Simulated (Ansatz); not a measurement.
**BiPd: stress in a strained cell**

BiPd is deformed so: zz strain of +1 %. What stress and forces result, by LAPW, PAW and all-electron datasets made for the crystal?

Computed with Ansatz 0.2.0 (DFT PBEsol, scalar-relativistic, unless a step's input says otherwise).

## Step 1: The structure to begin with

The structure is hexagonal, space group P6_3/mmc (No. 194). Conventional cell: a = 4.230 Å, b = 4.230 Å, c = 5.690 Å, α = 90.00°, β = 90.00°, γ = 120.00°. Around Bi (site symmetry -6m2) lie 6 Pd at 2.83 Å. Around Pd (site symmetry -3m) lie 6 Bi at 2.83 Å and 2 Pd at 2.85 Å.

As a file:

```xyz
4
Lattice="4.2300 0.0000 0.0000 -2.1150 3.6633 0.0000 0.0000 0.0000 5.6900" Properties=species:S:1:pos:R:3 pbc="T T T"
Bi    0.0000    2.4422    1.4225
Bi    2.1150    1.2211    4.2675
Pd    0.0000    0.0000    0.0000
Pd    0.0000    0.0000    2.8450
```

Atoms are numbered in the order of the input: Bi1, Bi2, Pd3, Pd4.

## Step 2: The deformed structure

Space group P6_3/mmc before, P6_3/mmc after.

## Step 3: LAPW, all electrons

Contents of input.yaml:

```yaml
crystal:
  lattice:
    - [4.2300011007, 0.0, 0.0]
    - [-2.1150005504, 3.6632884113, 0.0]
    - [0.0, 0.0, 5.7469]
  atoms:
    - { symbol: Bi, position: [0.3333333333, 0.6666666667, 0.25] }
    - { symbol: Bi, position: [0.6666666667, 0.3333333333, 0.75] }
    - { symbol: Pd, position: [0.0, 0.0, 0.0] }
    - { symbol: Pd, position: [0.0, 0.0, 0.5] }
kpoints:
  mp_grid: { grid: [9, 9, 6] }
  band_path:
    path:
      - [0.0, 0.0, 0.0]
      - [0.5, 0.0, 0.0]
      - [0.3333333333, 0.3333333333, 0.0]
      - [0.0, 0.0, 0.0]
      - [0.0, 0.0, 0.5]
      - [0.5, 0.0, 0.5]
      - [0.3333333333, 0.3333333333, 0.5]
      - [0.0, 0.0, 0.5]
      - [0.5, 0.0, 0.5]
    npoints: 5
scf:
  occupations: { method: fermi_dirac, width: 0.03 }
hamiltonian:
  xc: pbesol
  pseudopotentials: { kind: all_electron, lapw: { basis_error: 0.0005 } }
output:
  forces: true
  stress: true
  eigenvalues: true
```

Started as:

```bash
$ ansatz run input.yaml --threads 1 --pin off --max-ram 4096MiB --backend cpu --events-out ev --progress --plain --runs-dir out
```

## Step 4: Frozen-core PAW

Contents of input.yaml:

```yaml
crystal:
  lattice:
    - [4.2300011007, 0.0, 0.0]
    - [-2.1150005504, 3.6632884113, 0.0]
    - [0.0, 0.0, 5.7469]
  atoms:
    - { symbol: Bi, position: [0.3333333333, 0.6666666667, 0.25] }
    - { symbol: Bi, position: [0.6666666667, 0.3333333333, 0.75] }
    - { symbol: Pd, position: [0.0, 0.0, 0.0] }
    - { symbol: Pd, position: [0.0, 0.0, 0.5] }
kpoints:
  mp_grid: { grid: [9, 9, 6] }
scf:
  occupations: { method: fermi_dirac, width: 0.03 }
hamiltonian:
  xc: pbesol
  pseudopotentials: { kind: paw }
output:
  forces: true
  stress: true
  eigenvalues: true
  efg: { contact_densities: true }
```

## Step 5: All-electron PAW on datasets made for the crystal

Edit input.yaml of step 4 so:

```diff
@@ -16,3 +16,3 @@
   xc: pbesol
-  pseudopotentials: { kind: paw }
+  pseudopotentials: { kind: all_electron, datasets: crystal }
 output:
```

(Steps that only read results are left out.)

Before running it: what results should come out? Wanted: pressure; largest shear or deviatoric stress.

As calculated:

| quantity | value |
| --- | --- |
| pressure | LAPW -0.80, PAW -0.81, crystal datasets -0.80 GPa |
| largest shear or deviatoric stress (LAPW) | 0.83 GPa |

**Reading.** The largest part of the stress beyond the pressure is 0.83 GPa in size, in the zz component; the atoms are carried along and not relaxed. No run of the undeformed cell stands beside it, so pressure and stress hold what the given cell had before the change, as far as its symmetry allows. PAW: stress within 0.01 GPa of LAPW. Crystal datasets: stress within 0.01 GPa of LAPW. Spin-orbit coupling is left out, though the cell holds Bi; in elements this heavy it can shift bands and gaps by tenths of an eV.
